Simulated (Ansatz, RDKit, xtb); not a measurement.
**C3H5ClF2O2S: which of the isomers drawn lies lowest?**

Which of a sample of isomers of C3H5ClF2O2S is the most stable in the gas at 298.15 K, and what are its properties? The sample is small against all isomers, and the most stable one of this formula need not be in it.

The funnel: GFN2-xTB relaxations, single points with a density functional, relaxations at PBE0-D3(BJ)/def2-SVP, harmonic vibrations (at GFN2-xTB), and a last energy at a higher level. All values are calculated.

**1. Possible bonding patterns**

Isomers were taken from a list of plausible structures; this is a sample, not all of them. That gives 4 candidates.

```
label                         SMILES     spin
 c048        C[C@](F)(CF)S(=O)(=O)Cl  singlet
 c280           CCC(F)(F)S(=O)(=O)Cl  singlet
 c338  C[C@@H](F)[C@H](F)S(=O)(=O)Cl  singlet
 c655       C[C@H](C(F)F)S(=O)(=O)Cl  singlet
```

Candidates are built by distance geometry, with a force field where one applies, in up to four conformers (letters a to d).

Q: Predict the outcome of this search (final energies at CCSD(T)/def2-SVP + MP2/def2-TZVPP - MP2/def2-SVP).

| quantity | value |
| --- | --- |
| lowest structure found | C[C@H](C(F)F)S(=O)(=O)Cl, singlet |
| next finalist | CCC(F)(F)S(=O)(=O)Cl, singlet, 5.9 kcal/mol higher in G |
| share at equilibrium, among the finalists | 100.0 % |

The lowest structure found is `C[C@H](C(F)F)S(=O)(=O)Cl`. Among the finalists first place is clear (5.9 kcal/mol); structures outside the list aren't covered. GFN2-xTB, r2SCAN-D4/def2-SVP, PBE0-D3(BJ)/def2-SVP, HF/def2-SVP and MP2/def2-SVP already put its bonding pattern lowest among the structures in one piece; HF/STO-3G favours the singlet CCC(F)(F)S(=O)(=O)Cl. 7 minima inside the window were never screened. The search is not exhaustive (a finite list of starts, one conformer a finalist), so a lower isomer can't be ruled out. Only 4 drawn patterns were tried, so whole families of isomers are missing, and the result ranks this sample alone. The lowest isomer need not be the one that is made and kept in a bottle, which depends on barriers.
